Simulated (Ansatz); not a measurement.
## Ti3Ag, space group Pm-3m: a frozen displacement of one atom, step by step

Computed with Ansatz's Python interface.

`ti3ag.extxyz`
```text
4
Lattice="4.098807 0.0 0.0 0.0 4.098807 0.0 0.0 0.0 4.098807" Properties=species:S:1:pos:R:3 pbc="T T T"
Ti    2.04940350    2.04940350    0.00000000
Ti    2.04940350    0.00000000    2.04940350
Ti    0.00000000    2.04940350    2.04940350
Ag    0.00000000    0.00000000    0.00000000
```

Run as a notebook:

**Cell 1**
```python
from dataclasses import dataclass
import warnings

import ansatz as az
import numpy as np
```

**Cell 2**
```python
@dataclass(frozen=True)
class Settings:
    xc: str = "r2SCAN"
    occupations: str = "Fermi-Dirac"
    smearing_width: float = 0.15


opts = Settings()
```

**Cell 3**
```python
warnings.simplefilter("ignore", az.DeckWarning)
```

**Cell 4**
```python
cell = az.Crystal.from_extxyz("ti3ag.extxyz")
```

**Cell 5**
```python
inverse = np.linalg.inv(np.array(cell.lattice.vectors))
home = np.array(cell.sites[1].position)
values = np.linspace(-0.05, 0.05, 5)
energies, pulls = [], []
for shift in values:
    moved = cell.move(1, to=home + shift * inverse[0])
    calculation = (
        moved.calculation()
        .functional(opts.xc)
        .occupations(opts.occupations, width=opts.smearing_width)
        .kpoints(6)
        .forces()
    )
    data = calculation.run(threads=1).report
    energies.append(data["free_energy_ev"])
    pulls.append(data["forces_ev_ang"][1][0])
```

**Cell 6**
```python
# the force is minus the slope of the free energy
print("shift (A)   dE (eV)   force along x (eV/A)")
for shift, e, f in zip(values, energies, pulls):
    print(f"{shift:8.3f} {e - energies[2]:10.5f} {f:12.4f}")
print(f"stiffness from energies {2 * np.polyfit(values, energies, 2)[0]:.3f}, from forces {-np.polyfit(values, pulls, 1)[0]:.3f} eV/A^2")
```
Output:
```text
shift (A)   dE (eV)   force along x (eV/A)
  -0.050    0.00652       0.2613
  -0.025    0.00163       0.1303
   0.000    0.00000       0.0000
   0.025    0.00163      -0.1303
   0.050    0.00652      -0.2613
stiffness from energies 5.219, from forces 5.224 eV/A^2
```

The curvature of the energy gives 5.219 eV/Å² and the slope of the force 5.224 eV/Å², a positive curvature.

What to keep in mind:
- The mesh is modest for a metal, so energies can be off by several to tens of meV an atom and pressures by half a GPa or more; differences at equal mesh fare better.
- In a metal a curvature from energy changes of a few meV or less hangs on mesh and smearing, in size and even in sign.
- The structure comes from a database of computed cells and needn't be a stable or known phase.
- All periodic images of the atom move with it, so the curvature is one diagonal element of the zone-centre force constants and no normal mode; a positive value doesn't exclude soft modes in which several atoms move.
- It ran for 2.2 min on 1 thread of Arm Neoverse V1, with other jobs on the host, peak memory 0.57 GiB.
